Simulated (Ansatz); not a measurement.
**CHBClN (SMILES N#CBCl): a relaxed scan of the bond length C2–B3**

The task here is to estimate one member of a computed series from the others.

Program: Ansatz 0.2.0, Gaussian basis. Level of theory: single points in def2-TZVPP. These are calculated values, not measurements.

Levels: PBE-D4, r2SCAN-D4, PBE0-D4, B3LYP-D4, wB97M-V, Hartree-Fock, MP2, CCSD, CCSD(T). The scan takes 1.345, 1.398, 1.476, 1.567, 1.668, 1.776, 1.892, 2.013, 2.140 Å.

Cores are frozen in the correlated methods. B3LYP uses VWN-RPA correlation.

19 further runs of the same task are left out: 19 set aside as unsound or not needed.

### The starting structure

The minimum, relaxed at PBE0-D4: SMILES `N#CBCl`, 5 atoms, charge 0, spin multiplicity 1.

Atoms are counted from 1 here; the program's logs count them from 0.

Bond lengths: N1–C2 1.152 Å, C2–B3 1.528 Å, B3–Cl4 1.723 Å, B3–H5 1.186 Å. Angles: N1–C2–B3 178.6°, C2–B3–Cl4 119.2°, C2–B3–H5 120.7°, Cl4–B3–H5 120.1°.

Coordinates:

```xyz
5
CHBClN
N     1.0532   -1.4111    1.2182
C     0.5134   -0.6309    0.5642
B    -0.1766    0.4297   -0.2933
Cl   -1.5945    0.0052   -1.1762
H     0.2544    1.5335   -0.3542
```

Energies of the minimum (eV), from earlier single points: PBE-D4 -15734.83398, r2SCAN-D4 -15741.27945, PBE0-D4 -15735.92106, B3LYP-D4 -15744.76833, wB97M-V -15742.45377, CCSD(T) -15723.85249.

At the minimum the bond length C2–B3 is 1.528 Å.

Set-up of the first run:

relax/in.yaml reads:

```yaml
crystal:
  periodic: [false, false, false]
  atoms:
    - {symbol: N, position_ang: [1.053199, -1.411133, 1.218174]}
    - {symbol: C, position_ang: [0.513389, -0.630856, 0.564159]}
    - {symbol: B, position_ang: [-0.093772, 0.302438, -0.190390]}
    - {symbol: Cl, position_ang: [-1.511654, -0.122079, -1.073292]}
    - {symbol: H, position_ang: [0.337249, 1.406186, -0.251337]}
basis:
  gaussian: {orbitals: def2-TZVP}
hamiltonian: {xc: pbe0, dispersion: d4}
relax: {f_tol: 0.005, max_steps: 200, constraints: [{distance: [1, 2]}]}
```

No record of the launch command was kept for these runs.

Steps of the session up to this table: C2–B3 = 1.345 Å; C2–B3 = 1.398 Å; C2–B3 = 1.476 Å; C2–B3 = 1.567 Å; C2–B3 = 1.668 Å; C2–B3 = 1.776 Å; C2–B3 = 1.892 Å; C2–B3 = 2.013 Å; C2–B3 = 2.140 Å.

One of the session's tables, all rows but one given; the rest of the session is left out.

Energies less that of the minimum at the same level (kcal/mol):

```
bond length (Å)  PBE-D4  PBE0-D4  B3LYP-D4  wB97M-V  Hartree-Fock
          1.345    13.6     14.1      13.7     15.0          17.7
          1.398     6.2      6.5       6.3      7.1           8.7
          1.476     0.9      0.9       0.9      1.1           1.7
1.528 (minimum)     0.0      0.0       0.0      0.0           0.0
          1.567     0.4      0.4       0.4      0.3           0.0
          1.668     4.5      4.7       4.7      4.2           3.5
          1.776    11.9     12.5      12.3     11.7          11.1
          1.892    21.6     22.7      22.2     21.7          21.5
          2.013       ?        ?         ?        ?             ?
          2.140    43.1     45.8      44.3     44.6          45.9
```

**Question.** Estimate the row for bond length (Å) = 2.013.

Worked estimate for «PBE-D4». A straight line through the neighbours (1.892, 21.6) and (2.140, 43.1) gives 21.6 + (43.1 − 21.6) × (2.013 − 1.892) / (2.140 − 1.892) = 32.1; a parabola fitted to 3 rows on both sides gives 32.0.

The run gave: PBE-D4: 32.1; PBE0-D4: 34.0; B3LYP-D4: 33.0; wB97M-V: 32.9; Hartree-Fock: 33.4. In «PBE-D4» the line misses by 0.0 and the parabola by -0.1.
